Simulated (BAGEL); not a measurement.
# CH3AlF2S (SMILES C[S][Al]([F])[F]): HF/6-31G(d) (density fitting with qzvpp-jkfit, spherical functions)

What is the vertical ionisation energy of CH3AlF2S at HF/6-31G* (density fitting with qzvpp-jkfit, spherical functions)? 

The calculation is run with BAGEL 1.2.2.

30 further runs of the same task are left out: 30 set aside as unsound or not needed.

### Step 1. The molecule

CH3AlF2S: 8 atoms, total charge 0, spin state singlet. SMILES: `C[S][Al]([F])[F]`. The shape is that of a PBE0-D4/def2-TZVP optimisation.

Bond lengths: C1–S2 1.828 Å, S2–Al3 2.143 Å, Al3–F4 1.637 Å, Al3–F5 1.642 Å, C1–H6 1.089 Å, C1–H7 1.089 Å, C1–H8 1.088 Å. Angles: C1–S2–Al3 100.8°, S2–Al3–F4 120.9°, S2–Al3–F5 120.3°, F4–Al3–F5 118.8°, S2–C1–H6 108.4°, S2–C1–H7 108.1°, S2–C1–H8 112.1°, H6–C1–H7 109.5°, H6–C1–H8 109.4°, H7–C1–H8 109.3°.

### Step 2. A single-point energy at HF/6-31G(d) (density fitting with qzvpp-jkfit, spherical functions)

input.json reads:

```json
{ "bagel" : [

{
  "title" : "molecule",
  "basis" : "6-31gs.json",
  "df_basis" : "qzvpp-jkfit",
  "angstrom" : true,
  "geometry" : [
    { "atom" : "C", "xyz" : [   -0.685200,   -0.191000,    1.173500 ] },
    { "atom" : "S", "xyz" : [    0.485100,   -1.211200,    0.207700 ] },
    { "atom" : "Al", "xyz" : [    0.908100,    0.103300,   -1.431700 ] },
    { "atom" : "F", "xyz" : [    1.930400,   -0.347100,   -2.628200 ] },
    { "atom" : "F", "xyz" : [    0.210100,    1.587700,   -1.506300 ] },
    { "atom" : "H", "xyz" : [   -1.638200,   -0.714900,    1.221000 ] },
    { "atom" : "H", "xyz" : [   -0.283000,   -0.075000,    2.178400 ] },
    { "atom" : "H", "xyz" : [   -0.835000,    0.791100,    0.729900 ] }
  ]
},
{ "title" : "hf" },
{ "title" : "print", "file" : "orbitals.molden", "orbitals" : true }

]}
```

The basis set 6-31G* is read from a file made from the Basis Set Exchange's data (not shown).

The run is started by

```
BAGEL_NUM_THREADS=1 BAGEL input.json > input.out
```

Log:

```text
* using 1 threads per process

  ===============================================================
  ===============================================================

  *** Geometry ***

  { "atom" : "C", "xyz" : [     -1.294840,     -0.360938,      2.217594 ] },
  { "atom" : "S", "xyz" : [      0.916706,     -2.288836,      0.392496 ] },
  { "atom" : "Al", "xyz" : [      1.716060,      0.195209,     -2.705521 ] },
  { "atom" : "F", "xyz" : [      3.647927,     -0.655924,     -4.966578 ] },
  { "atom" : "F", "xyz" : [      0.397031,      3.000318,     -2.846494 ] },
  { "atom" : "H", "xyz" : [     -3.095749,     -1.350965,      2.307356 ] },
  { "atom" : "H", "xyz" : [     -0.534792,     -0.141729,      4.116579 ] },
  { "atom" : "H", "xyz" : [     -1.577921,      1.494962,      1.379311 ] },

  Number of auxiliary basis functions:      539

  Since a DF basis is specified, we compute 2- and 3-index integrals:
    o Being stored without compression. Storage requirement is 0.030 GB

  Number of basis functions:       84
  Number of electrons      :       56

    * METHOD: MOLECULE                             0.37

  *** RHF ***

  === Nuclear Repulsion ===
   277.5319790367

      * DIIS with orbital gradients will be used.

  === RHF iteration (6-31gs.json) ===
      0       -877.83748243          0.02131245           0.09
      1       -878.00443602          0.01388697           0.09
      2       -878.10071101          0.00115278           0.09
      3       -878.10216719          0.00020605           0.09
      4       -878.10223198          0.00007916           0.10
      5       -878.10224243          0.00002559           0.09
      6       -878.10224367          0.00000596           0.09
      7       -878.10224375          0.00000183           0.09
      8       -878.10224376          0.00000062           0.09
      9       -878.10224376          0.00000024           0.09
     10       -878.10224376          0.00000007           0.08
     11       -878.10224376          0.00000002           0.09
     12       -878.10224376          0.00000001           0.08
    * SCF iteration converged.

    * Permanent dipole moment:
           (    0.515014,    -0.197167,    -0.614410) a.u.

    * METHOD: HF                                   1.35

    * METHOD: PRINT                                0.01

  ===============================================================
```

Run time: 2.4 s. Hardware: 1 thread of Intel Xeon Platinum 8488C (Sapphire Rapids), shared host; peak memory 0.13 GiB.

### Step 3. The doublet cation at the same level

job.json reads:

```json
{ "bagel": [

{
  "title": "molecule",
  "basis": "6-31gs.json",
  "df_basis": "qzvpp-jkfit",
  "angstrom": true,
  "geometry": [
    { "atom": "C", "xyz": [   -0.685200,   -0.191000,    1.173500 ] },
    { "atom": "S", "xyz": [    0.485100,   -1.211200,    0.207700 ] },
    { "atom": "Al", "xyz": [    0.908100,    0.103300,   -1.431700 ] },
    { "atom": "F", "xyz": [    1.930400,   -0.347100,   -2.628200 ] },
    { "atom": "F", "xyz": [    0.210100,    1.587700,   -1.506300 ] },
    { "atom": "H", "xyz": [   -1.638200,   -0.714900,    1.221000 ] },
    { "atom": "H", "xyz": [   -0.283000,   -0.075000,    2.178400 ] },
    { "atom": "H", "xyz": [   -0.835000,    0.791100,    0.729900 ] }
  ]
},
{ "title": "uhf", "charge": 1, "nopen": 1 },
{ "title": "print", "file": "orbitals.molden", "orbitals": true }

]}
```

The basis set 6-31G* is read from a file made from the Basis Set Exchange's data (not shown).

The run is started by

```
BAGEL_NUM_THREADS=1 BAGEL job.json > job.out
```

Log:

```text
* using 1 threads per process

  ===============================================================
  ===============================================================

  *** Geometry ***

  { "atom" : "C", "xyz" : [     -1.294840,     -0.360938,      2.217594 ] },
  { "atom" : "S", "xyz" : [      0.916706,     -2.288836,      0.392496 ] },
  { "atom" : "Al", "xyz" : [      1.716060,      0.195209,     -2.705521 ] },
  { "atom" : "F", "xyz" : [      3.647927,     -0.655924,     -4.966578 ] },
  { "atom" : "F", "xyz" : [      0.397031,      3.000318,     -2.846494 ] },
  { "atom" : "H", "xyz" : [     -3.095749,     -1.350965,      2.307356 ] },
  { "atom" : "H", "xyz" : [     -0.534792,     -0.141729,      4.116579 ] },
  { "atom" : "H", "xyz" : [     -1.577921,      1.494962,      1.379311 ] },

  Number of auxiliary basis functions:      539

  Since a DF basis is specified, we compute 2- and 3-index integrals:
    o Being stored without compression. Storage requirement is 0.030 GB

  Number of basis functions:       84
  Number of electrons      :       56

    * METHOD: MOLECULE                             0.33

  *** Open-shell HF ***

  === Nuclear Repulsion ===
   277.5319790367

      * DIIS with orbital gradients will be used.

  === UHF iteration (6-31gs.json) ===
      0       -877.43428811          0.04622817           0.19
      1       -877.64714605          0.03090882           0.18
      2       -877.72312642          0.01955349           0.19
      3       -877.77212096          0.00119701           0.18
      4       -877.77297249          0.00039603           0.18
      5       -877.77308678          0.00014698           0.18
      6       -877.77311221          0.00003867           0.18
      7       -877.77311437          0.00001471           0.19
      8       -877.77311495          0.00000366           0.19
      9       -877.77311522          0.00000179           0.18
     10       -877.77311534          0.00000082           0.18
     11       -877.77311541          0.00000037           0.18
     12       -877.77311543          0.00000022           0.18
     13       -877.77311544          0.00000012           0.18
     14       -877.77311545          0.00000007           0.18
     15       -877.77311545          0.00000005           0.19
     16       -877.77311545          0.00000004           0.18
     17       -877.77311545          0.00000002           0.17
     18       -877.77311545          0.00000001           0.19
     19       -877.77311545          0.00000001           0.19
    * SCF iteration converged.

    * S^2 (UHF) is 0.7603

    * Permanent dipole moment:
           (    0.960621,     1.046422,    -2.225914) a.u.

    * METHOD: UHF                                  3.89

    * METHOD: PRINT                                0.01

  ===============================================================
```

It took 5.4 s on 1 thread of Intel Xeon Platinum 8488C (Sapphire Rapids), shared host; peak memory 0.13 GiB.

### Step 4. Outcome

At HF/6-31G* (density fitting with qzvpp-jkfit, spherical functions):

| quantity | value |
| --- | --- |
| singlet CH3AlF2S: total energy | -878.10224 Eh |
| singlet CH3AlF2S: dipole moment | 2.10 D |
| singlet CH3AlF2S: HOMO energy | -10.31 eV |
| singlet CH3AlF2S: LUMO energy | 2.21 eV |
| singlet CH3AlF2S: HOMO–LUMO gap | 12.52 eV |
| doublet cation: total energy | -877.77312 Eh |
| doublet cation: ⟨S²⟩ | 0.760 |
| vertical ionisation energy (to the doublet cation) | 8.956 eV |

**Reading.** The vertical ionisation energy comes to 8.96 eV (864 kJ/mol). The negative HOMO energy of the first species, 10.31 eV, lies 1.35 eV above that difference.
